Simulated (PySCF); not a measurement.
**HI at other levels of theory**

Starting from one script, swap the method and compare what comes out for HI.

Computed with PySCF 2.14.0. Level: each script names its method and basis.

6 further runs of the same task are left out: 2 for a known fault of the program, 4 that didn't finish.

## (1) Where the work starts

HI: 2 atoms, charge 0, spin multiplicity 1.

Bond lengths: H1–I2 1.630 Å.

## (2) The run that the others are compared with

input.py

```python
from pyscf import gto, scf, mp

mol = gto.M(
    atom='H 0 0 0; I 0 0 1.63',
    basis='def2-svp',
    ecp={'I': 'def2-svp'},
    charge=0,
    spin=0,
    symmetry=True,
    verbose=4,
)
mf = scf.UHF(mol)
mf.kernel()
mp.MP2(mf, frozen=4).kernel()
mf.dip_moment()
print('orbital energies (hartree):', [e[max(0, n-3):n+3].round(4) for e, n in zip(mf.mo_energy, mol.nelec)])
```

Started as:

```
OMP_NUM_THREADS=1 python input.py
```

## (3) Population analysis

Run 1 changes step after the SCF: mp2 → analyze.

input.py, as its differences from that of step 2:

```diff
@@ -1,2 +1,2 @@
-from pyscf import gto, scf, mp
+from pyscf import gto, scf
 
@@ -13,3 +13,3 @@
 mf.kernel()
-mp.MP2(mf, frozen=4).kernel()
+mf.mulliken_pop()
 mf.dip_moment()
```

## (4) M06l (UKS)

Run 2 changes functional: none (Hartree–Fock) → m06l; SCF type: UHF → UKS; step after the SCF: mp2 → analyze.

input.py, as its differences from that of step 2:

```diff
@@ -1,2 +1,2 @@
-from pyscf import gto, scf, mp
+from pyscf import gto, dft
 
@@ -11,5 +11,5 @@
 )
-mf = scf.UHF(mol)
+mf = dft.UKS(mol, xc='m06l')
 mf.kernel()
-mp.MP2(mf, frozen=4).kernel()
+mf.mulliken_pop()
 mf.dip_moment()
```

## (5) RHF

Run 3 changes SCF type: UHF → RHF.

input.py

```python
from pyscf import gto, scf, mp

mol = gto.M(
    atom='H 0 0 0; I 0 0 1.63',
    basis='def2-svp',
    ecp={'I': 'def2-svp'},
    charge=0,
    spin=0,
    symmetry=True,
    verbose=4,
)
mf = scf.RHF(mol)
mf.kernel()
mp.MP2(mf, frozen=4).kernel()
mf.dip_moment()
print('orbital energies (hartree):', mf.mo_energy[..., max(0, mol.nelec[1]-3):mol.nelec[0]+3].round(4))
```

## (6) SCF alone

Run 4 changes step after the SCF: mp2 → none.

input.py, as its differences from that of step 2:

```diff
@@ -1,2 +1,2 @@
-from pyscf import gto, scf, mp
+from pyscf import gto, scf
 
@@ -13,3 +13,2 @@
 mf.kernel()
-mp.MP2(mf, frozen=4).kernel()
 mf.dip_moment()
```

## (7) MP2

Run 5 changes frozen orbitals: 4 → none.

input.py, as its differences from that of step 2:

```diff
@@ -13,3 +13,3 @@
 mf.kernel()
-mp.MP2(mf, frozen=4).kernel()
+mp.MP2(mf).kernel()
 mf.dip_moment()
```

## (8) Stability test

Run 6 changes step after the SCF: mp2 → stability; point-group symmetry: on → off.

input.py, as its differences from that of step 2:

```diff
@@ -1,2 +1,2 @@
-from pyscf import gto, scf, mp
+from pyscf import gto, scf
 
@@ -8,3 +8,2 @@
     spin=0,
-    symmetry=True,
     verbose=4,
@@ -13,3 +12,3 @@
 mf.kernel()
-mp.MP2(mf, frozen=4).kernel()
+mf.stability(internal=True, external=True)
 mf.dip_moment()
```

Before running it: what results should come out? Wanted: for each run, E(SCF); from base; gap; SCF dipole; after the SCF.

**Answer**, as computed:

| run | E(SCF) (hartree) | from base (eV) | cycles | gap (eV) | SCF dipole (D) | after the SCF |
| --- | --- | --- | --- | --- | --- | --- |
| base | -297.231241 | 0 | 11 | 13.03 | 0.66 | MP2 correlation -3.499 eV, core frozen |
| population analysis | -297.231241 | 0.0000 | 11 | 13.03 | 0.66 | n/a |
| m06l (UKS) | -298.465854 | not comparable | 9 | 5.49 | 0.57 | n/a |
| RHF | -297.231241 | 0.0000 | 9 | 13.03 | 0.66 | MP2 correlation -3.499 eV, core frozen |
| SCF alone | -297.231241 | 0.0000 | 11 | 13.03 | 0.66 | n/a |
| MP2 | -297.231241 | 0.0000 | 11 | 13.03 | 0.66 | MP2 correlation -3.904 eV |
| stability test | -297.231241 | 0.0000 | 11 | 13.03 | 0.66 | stable |

What this shows: The SCF energy stays the same, to the digits that matter, with RHF. A lower total energy from another functional means nothing by itself.
